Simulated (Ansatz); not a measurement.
**GeH2+ (doublet): from Hartree-Fock to the top rungs at angle H2–Ge1–H3 = 125.0°, aug-cc-pVDZ**

Aim: climb from Hartree-Fock through coupled cluster and multireference methods for GeH2+ (doublet) at one geometry and basis, and see what each rung misses.

Program: Ansatz 0.2.0, Gaussian basis. Level of theory: aug-cc-pVDZ, core rule «outside noble gas», up to 14 orbitals frozen. These are calculated values, not measurements.

Plan: UHF; CCSD(T) on ROHF; CCSD(T) on UHF; BCCD(T) on ROHF; CISD; CCSDT(Q) on ROHF; CCSDT(Q) on UHF; CASSCF and MRCISD+Q, 3 electrons in 3 orbitals; CASSCF and NEVPT2, 3 electrons in 3 orbitals; CASSCF and MRCISD+Q, 5 electrons in 6 orbitals; CASSCF and NEVPT2, 5 electrons in 6 orbitals; Full CI.

14 further runs of the same task are left out: 13 that didn't finish, 1 set aside as unsound or not needed.

## (1) The system

The geometry derives from a PBE0/def2-TZVP stationary point (not a proven minimum). One angle is set to the value named; bond lengths are kept. No spin-orbit coupling is included. The filled d shell of Ge may be among the frozen orbitals whatever the setting's name suggests; the logs give the count.

3 atoms, charge 1, spin multiplicity 2.

Atoms are counted from 1 here; the program's logs count them from 0.

Bond lengths: Ge1–H2 1.552 Å, Ge1–H3 1.552 Å. Angles: H2–Ge1–H3 125.0°.

## (2) UHF

in.yaml

```yaml
crystal:
  periodic: [false, false, false]
  atoms:
    - {symbol: Ge, position_ang: [0.000000, -0.019346, 0.000000]}
    - {symbol: H, position_ang: [0.000000, 0.697114, -1.376307]}
    - {symbol: H, position_ang: [0.000000, 0.697114, 1.376307]}
basis:
  gaussian: {orbitals: aug-cc-pVDZ}
total_charge: 1
magnetization: {spin_polarized: true, initial_magnetization: 1}
hamiltonian: {xc: hf}
output: {orbitals: {seedname: orbitals}}
```

Launch:

```
$ ansatz run in.yaml --threads 1 --pin off --events-out ev --progress --plain --max-ram 2393MiB
```

After this run come: CCSD(T) on ROHF; CCSD(T) on UHF; BCCD(T) on ROHF; CISD; CCSDT(Q) on ROHF; CCSDT(Q) on UHF; CASSCF and MRCISD+Q, 3 electrons in 3 orbitals; CASSCF and NEVPT2, 3 electrons in 3 orbitals; CASSCF and MRCISD+Q, 5 electrons in 6 orbitals; CASSCF and NEVPT2, 5 electrons in 6 orbitals; Full CI.

Q: Predict the results of all the runs planned. Wanted: FCI below the RHF energy; RMP2 from FCI; UMP2 from FCI; RCCSD from FCI; RCCSD(T) from FCI; UCCSD(T) from FCI; RCCSDT(Q) from FCI; UCCSDT(Q) from FCI; NEVPT2 pair from FCI.

As calculated:

| quantity | value |
| --- | --- |
| FCI below the RHF energy | -2.3303 eV |
| RMP2 from FCI | +618.1 meV |
| UMP2 from FCI | +608.4 meV |
| RCCSD from FCI | +55.0 meV |
| RCCSD(T) from FCI | +14.6 meV |
| UCCSD(T) from FCI | +9.9 meV |
| RCCSDT(Q) from FCI | -0.5 meV |
| UCCSDT(Q) from FCI | -5.1 meV |
| NEVPT2 pair from FCI | +588.2 meV |
| MRCISD+Q pair from FCI | -17.0 meV |
| NEVPT2 valence from FCI | +383.0 meV |
| levels within 1 kcal/mol (43 meV) | RCCSD(T), UCCSD(T), BCCD(T), RCCSDT, UCCSDT, RCCSDT(Q), UCCSDT(Q), MRCISD+Q pair, MRCISD valence, MRCISD+Q valence |
| T1 diagnostic | 0.021 |
| effectively unpaired electrons | 1.03 |

In words: RCCSD(T) misses by +14.6 meV, 0.6 % of the correlation energy. UCCSDT, UCCSDT(Q), MRCISD+Q pair fall below full CI: unrestricted runs freeze a spin-polarised core, another one than full CI's, and coupled cluster isn't variational. One determinant dominates. Of the multireference levels listed MRCISD+Q valence comes nearest in total energy (-0.9 meV), which doesn't show that its space is the better one. These misses are within one basis, not against nature; the frozen cores of restricted and unrestricted runs differ, which can shift their rows.
